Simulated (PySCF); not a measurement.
# C₄H₄FNO: a tour of settings, part 1 of 2

Which settings matter for C₄H₄FNO (`FCc1cnoc1`)?

Programs: PySCF 2.14.0, with density-fitted response routines of our own. Each step states its level of theory. These are calculated values for one molecule in the gas phase, unless marked as measured. Atoms count from 0, in the outputs and in this text.

### 1 The starting structure

11 atoms, charge 0, multiplicity 1; geometry from: GFN2-xTB.

Bonds of the start (Å): F0–C1 1.38, C1–C2 1.49, C2–C3 1.42, C3–N4 1.30, N4–O5 1.35, O5–C6 1.33, C6–C2 1.37, C1–H7 1.09, C1–H8 1.09, C3–H9 1.07, C6–H10 1.07.

### 2 Nuclear shieldings: PBE0/pcSseg-1

The job: settings as JSON, then the geometry in Å.

```
{"job": {"kind": "nmr", "xc": "PBE0", "basis": "pcSseg-1"}, "charge": 0, "multiplicity": 1}
F     -2.021443     0.056395     1.170517
C     -1.492907    -0.001927    -0.101615
C     -0.005804    -0.017239    -0.048278
C      0.886221     1.087107    -0.036709
N      2.119959     0.682763     0.046371
O      2.099462    -0.665303     0.098754
C      0.839802    -1.089175     0.047443
H     -1.861177     0.881626    -0.632040
H     -1.883382    -0.916499    -0.558979
H      0.655907     2.131665    -0.089767
H      0.668785    -2.146743     0.078338
```

Level: GIAO PBE0/pcSseg-1 NMR shielding, non-relativistic, gas phase.

Run with:

```
$ OMP_NUM_THREADS=1 python probes_run.py task.json out
```

This one command runs all jobs of the session in turn.

What it wrote:

```text
coarse grid: 10064 points
cycle   1  E = -384.0184739663  dE =  1.314e+00  |g| = 5.432e-01  |ddm| = 3.197e+00
cycle   2  E = -383.9872122667  dE =  3.126e-02  |g| = 7.295e-01  |ddm| = 9.921e-01
cycle   3  E = -384.0684522889  dE = -8.124e-02  |g| = 9.018e-02  |ddm| = 5.741e-01
cycle   4  E = -384.0692234278  dE = -7.711e-04  |g| = 5.935e-02  |ddm| = 8.890e-02
cycle   5  E = -384.0699788764  dE = -7.554e-04  |g| = 9.019e-03  |ddm| = 5.309e-02
cycle   6  E = -384.0699940806  dE = -1.520e-05  |g| = 3.391e-03  |ddm| = 1.092e-02
cycle   7  E = -384.0699966700  dE = -2.589e-06  |g| = 4.784e-04  |ddm| = 3.095e-03
final grid: 100128 points
cycle   8  E = -384.1259444264  dE = -2.251e-05  |g| = 1.132e-02  |ddm| = 2.999e-02
cycle   9  E = -384.1258985945  dE =  4.583e-05  |g| = 1.967e-02  |ddm| = 1.957e-02
cycle  10  E = -384.1259669885  dE = -6.839e-05  |g| = 2.150e-03  |ddm| = 1.314e-02
cycle  11  E = -384.1259680161  dE = -1.028e-06  |g| = 4.200e-04  |ddm| = 1.926e-03
cycle  12  E = -384.1259680480  dE = -3.191e-08  |g| = 1.553e-04  |ddm| = 4.406e-04
cycle  13  E = -384.1259680526  dE = -4.574e-09  |g| = 6.073e-05  |ddm| = 1.674e-04
cycle  14  E = -384.1259680533  dE = -7.648e-10  |g| = 1.673e-05  |ddm| = 6.149e-05
converged SCF energy = -384.1259680533

GIAO shielding tensors (ppm)
atom      isotropic    diamagn.    paramagn.     s11        s22        s33       span
  0 F      393.706     471.394     -77.689    358.790    366.974    455.353     96.564
  1 C      111.213     235.714    -124.501     77.103     87.871    168.666     91.563
  2 C       62.679     261.805    -199.125     -9.752     50.957    146.833    156.585
  3 C       31.796     248.583    -216.787    -76.303     45.279    126.413    202.716
  4 N     -158.065     319.047    -477.112   -405.892   -134.636     66.333    472.226
  5 O      -74.426     396.333    -470.759   -195.811   -184.472    157.007    352.818
  6 C       20.093     252.892    -232.799    -67.298     17.574    110.002    177.299
  7 H       26.144      27.229      -1.085     22.361     26.120     29.950      7.589
  8 H       26.009      27.272      -1.263     22.031     26.172     29.823      7.792
  9 H       23.248      30.088      -6.840     21.425     22.108     26.210      4.785
 10 H       22.906      30.805      -7.899     21.262     21.904     25.553      4.292
```

Wall time 21 s (1 thread of Intel Xeon at 2.70GHz, shared host); peak memory 0.66 GiB.

The references, computed at this level on geometries of the same kind, shield at (ppm): ¹H TMS 31.72, ¹³C TMS 186.9, ¹⁹F CFCl3 170.9, ¹⁵N NH3 267.7, ¹⁷O H2O 336.1. Their shielding less the atom's gives the shift. The references are single molecules in the gas phase, so shifts against H2O, NH3, PH3, H3PO4 or CFCl3 are not on the usual liquid scales and can be off by tens of ppm. Atoms listed in one row are averaged.

| atoms | environment | σ (ppm) | δ (ppm) | δ scaled to CDCl3 |
| --- | --- | --- | --- | --- |
| C6 | aromatic CH next to the ring oxygen | 20.1 | 166.8 | 160.9 |
| C3 | aromatic CH next to a ring nitrogen | 31.8 | 155.1 | 149.5 |
| C2 | substituted aromatic carbon | 62.7 | 124.2 | 119.3 |
| C1 | sp3 CH2 bonded to F, on an aromatic ring | 111.2 | 75.7 | 72.0 |
| H10 | hydrogen on an aromatic CH next to the ring oxygen | 22.91 | 8.81 | 8.41 |
| H9 | hydrogen on an aromatic CH next to a ring nitrogen | 23.25 | 8.47 | 8.09 |
| H7, H8 | hydrogen on an sp3 CH2 bonded to F, on an aromatic ring | 26.08 | 5.64 | 5.42 |
| F0 | fluorine on an sp3 carbon | 393.7 | -222.8 | – |
| N4 | pyridine-type nitrogen of an azole | -158.1 | 425.8 | – |
| O5 | aromatic ring oxygen | -74.4 | 410.5 | – |

The scaled column applies a straight-line fit of computed shieldings to shifts measured in CDCl3, and one for carbons that bear F (root-mean-square error 0.16 ppm for H, 1.9 ppm for C).

The run also stored atomic charges by several schemes (e):

| atoms | Mulliken | IAO | Hirshfeld | ESP fit |
| --- | --- | --- | --- | --- |
| F0 | -0.34 | -0.33 | -0.13 | -0.20 |
| C1 | 0.34 | 0.03 | 0.03 | -0.04 |
| C2 | -0.54 | -0.11 | -0.05 | -0.19 |
| C3 | 0.19 | -0.05 | -0.01 | 0.25 |
| N4 | -0.13 | -0.12 | -0.11 | -0.39 |
| O5 | -0.26 | -0.13 | -0.02 | -0.04 |
| C6 | 0.30 | 0.04 | 0.03 | 0.11 |

Mayer bond orders: F0–C1 0.92, C1–C2 1.04, C2–C3 1.23, C3–N4 1.64, N4–O5 1.01, O5–C6 1.10, C6–C2 1.55.

Ring of atoms C2, C3, N4, O5, C6: NICS(0) -11.9, NICS(1) -11.4, NICS(1)zz -28.4 ppm (means of both faces).

### 3 Excited states and response: PBE0/def2-SVPD

Settings changed since step 2:

```diff
@@ -1,2 +1,2 @@
-{"job": {"kind": "nmr", "xc": "PBE0", "basis": "pcSseg-1"}, "charge": 0, "multiplicity": 1}
+{"job": {"kind": "uv", "xc": "PBE0", "basis": "def2-SVPD", "nstates": 6, "ntriplets": 2}, "charge": 0, "multiplicity": 1}
 F     -2.021443     0.056395     1.170517
```

Method: TDDFT PBE0/def2-SVPD, vertical, gas phase, core orbitals frozen in the response.

What it wrote:

```text
coarse grid: 10064 points
cycle   1  E = -383.8013338075  dE =  1.256e+00  |g| = 4.933e-01  |ddm| = 4.967e+00
cycle   2  E = -383.7692137369  dE =  3.212e-02  |g| = 6.794e-01  |ddm| = 1.413e+00
cycle   3  E = -383.8465724469  dE = -7.736e-02  |g| = 8.596e-02  |ddm| = 6.730e-01
cycle   4  E = -383.8473957124  dE = -8.233e-04  |g| = 5.067e-02  |ddm| = 1.416e-01
cycle   5  E = -383.8479687864  dE = -5.731e-04  |g| = 1.031e-02  |ddm| = 8.241e-02
cycle   6  E = -383.8479901371  dE = -2.135e-05  |g| = 3.610e-03  |ddm| = 1.988e-02
cycle   7  E = -383.8479929904  dE = -2.853e-06  |g| = 4.526e-04  |ddm| = 5.569e-03
final grid: 100128 points
cycle   8  E = -383.9033961235  dE = -2.146e-05  |g| = 1.043e-02  |ddm| = 9.596e-02
cycle   9  E = -383.9033547362  dE =  4.139e-05  |g| = 1.815e-02  |ddm| = 2.927e-02
cycle  10  E = -383.9034166193  dE = -6.188e-05  |g| = 2.059e-03  |ddm| = 1.871e-02
cycle  11  E = -383.9034175985  dE = -9.793e-07  |g| = 3.995e-04  |ddm| = 3.329e-03
cycle  12  E = -383.9034176294  dE = -3.083e-08  |g| = 1.384e-04  |ddm| = 6.458e-04
cycle  13  E = -383.9034176329  dE = -3.568e-09  |g| = 5.412e-05  |ddm| = 2.713e-04
cycle  14  E = -383.9034176336  dE = -6.335e-10  |g| = 1.787e-05  |ddm| = 9.896e-05
converged SCF energy = -383.9034176336

Static polarisability (au): isotropic 54.339, principal 39.646 58.859 64.511

Singlet excitations
state   eV       nm        f      main configurations
  1   6.2622    198.0   0.00495   H-1->L 0.96
  2   6.6111    187.5   0.09722   H->L 0.89
  3   7.0129    176.8   0.00511   H-2->L 0.51, H->L+1 0.38
  4   7.6383    162.3   0.06177   H->L+2 0.55, H->L+1 0.32, H-2->L 0.08
  5   7.6875    161.3   0.00097   H-1->L+1 0.78, H-1->L+2 0.10
  6   8.0139    154.7   0.02563   H-3->L 0.71, H-4->L 0.11

Triplet excitations (Tamm-Dancoff, eV): 4.2942 5.3707
```

It took 40 s on 1 thread of Intel Xeon at 2.70GHz, shared host; peak memory 0.74 GiB.

Frontier orbitals and where they lie:

| orbital | eV | atoms |
| --- | --- | --- |
| HOMO−3 | -10.22 | F0 48 %, C1 21 %, H7 12 % |
| HOMO−2 | -9.12 | C3 30 %, O5 28 %, N4 16 % |
| HOMO−1 | -8.90 | N4 60 %, O5 12 %, C3 12 % |
| HOMO | -8.12 | C6 28 %, C2 25 %, N4 25 % |
| LUMO | -0.87 | C6 27 %, O5 18 %, N4 18 % |
| LUMO+1 | 0.33 | C3 19 %, C1 19 %, N4 12 % |
| LUMO+2 | 0.80 | C6 17 %, C3 15 %, C1 14 % |

With each of the 6 states as a Gaussian band of 0.4 eV half-width at 1/e, the curve within the window shown has maxima at 187 nm (ε 4,100), 161 nm (ε 3,100) L/(mol cm). Beyond the last state computed it falls off for lack of states. The curve at chosen wavelengths:

| nm | ε (L/mol/cm) |
| --- | --- |
| 149 | 739 |
| 152 | 1422 |
| 155 | 2200 |
| 157 | 2656 |
| 160 | 3039 |
| 163 | 2905 |
| 166 | 2350 |
| 168 | 1915 |
| 171 | 1456 |
| 174 | 1453 |
| 177 | 1945 |
| 179 | 2468 |
| 182 | 3317 |
| 185 | 3941 |
| 188 | 4099 |
| 190 | 3920 |
| 193 | 3326 |
| 196 | 2538 |
| 199 | 1764 |
| 201 | 1322 |
| 204 | 809 |
| 207 | 467 |
| 210 | 256 |
| 212 | 168 |
| 215 | 86 |
| 218 | 43 |

Further results of this job:

| property | computed |
| --- | --- |
| dipole moment (D) | 2.66 |
| polarisability (Å³) | 8.05 |
| HOMO–LUMO gap (eV) | 7.24 |
| −ε(HOMO) (eV) | 8.12 |

(Continued in part 2 of 2.)
